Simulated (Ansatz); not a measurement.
# TiBMoC2: the cost of one run

Program: Ansatz 0.2.0. Level of theory: DFT PBE, scalar-relativistic, plane waves, PAW. These are calculated values, not measurements.

### Step 1. The starting structure

It takes space group Pmm2 (No. 25, orthorhombic). The conventional cell has a = 2.708 Å, b = 4.718 Å, c = 5.386 Å, α = 90.00°, β = 90.00°, γ = 90.00°. Ti (site symmetry mm2) is surrounded by 2 B at 1.82 Å and 4 C at 2.30 Å. Around B (site symmetry mm2) lie 2 Ti at 1.82 Å and 2 Mo at 1.86 Å. Mo (site symmetry mm2) is surrounded by 2 B at 1.86 Å and 4 C at 2.19 Å. Around C (site symmetry m) lie 1 C at 2.09 Å and 2 Mo at 2.19 Å and 2 Ti at 2.30 Å.

Coordinates:

```cif
data_structure
_symmetry_space_group_name_H-M 'Pmm2'
_symmetry_Int_Tables_number 25
_cell_length_a 2.7081
_cell_length_b 4.7184
_cell_length_c 5.3857
_cell_angle_alpha 90.000
_cell_angle_beta 90.000
_cell_angle_gamma 90.000
_cell_volume 68.82
loop_
_atom_site_label
_atom_site_type_symbol
_atom_site_symmetry_multiplicity
_atom_site_Wyckoff_symbol
_atom_site_fract_x
_atom_site_fract_y
_atom_site_fract_z
_atom_site_occupancy
Ti1 Ti 1 d 0.50000 0.50000 0.80900 1
B1 B 1 b 0.00000 0.50000 0.58410 1
Mo1 Mo 1 d 0.50000 0.50000 0.34766 1
C1 C 2 g 0.00000 0.27834 0.09499 1
```

The cell is invented: random cell by space group and Wyckoff sites (Pmm2, No. 25). Its size is a rough estimate.

### Step 2. Probe: one point on a coarse mesh

input.yaml

```yaml
crystal:
  lattice:
    - [2.70807157, 0.0, 0.0]
    - [0.0, 4.71837335, 0.0]
    - [0.0, 0.0, 5.38565655]
  atoms:
    - { symbol: Ti, position: [0.5, 0.5, 0.80899771] }
    - { symbol: B, position: [0.0, 0.5, 0.58410296] }
    - { symbol: Mo, position: [0.5, 0.5, 0.34765805] }
    - { symbol: C, position: [0.0, 0.27833982, 0.09499355] }
    - { symbol: C, position: [0.0, 0.72166018, 0.09499355] }
basis:
  ecutwfc: 420
kpoints:
  mp_grid: { grid: [6, 4, 4] }
hamiltonian:
  xc: pbe
scf:
  occupations: { method: gaussian, width: 0.1 }
  lower_state_search: "off"
output:
  forces: true
  stress: true
  eigenvalues: true
```

Launch:

```sh
$ ansatz run input.yaml --threads 1 --pin off --max-ram 2560MiB --backend cpu --events-out ev --progress --plain --runs-dir out
```

Q: Estimate wall time and peak memory on 1 thread of Arm Neoverse V2, shared host.

About 5.6 s, with a peak of 0.37 GiB.
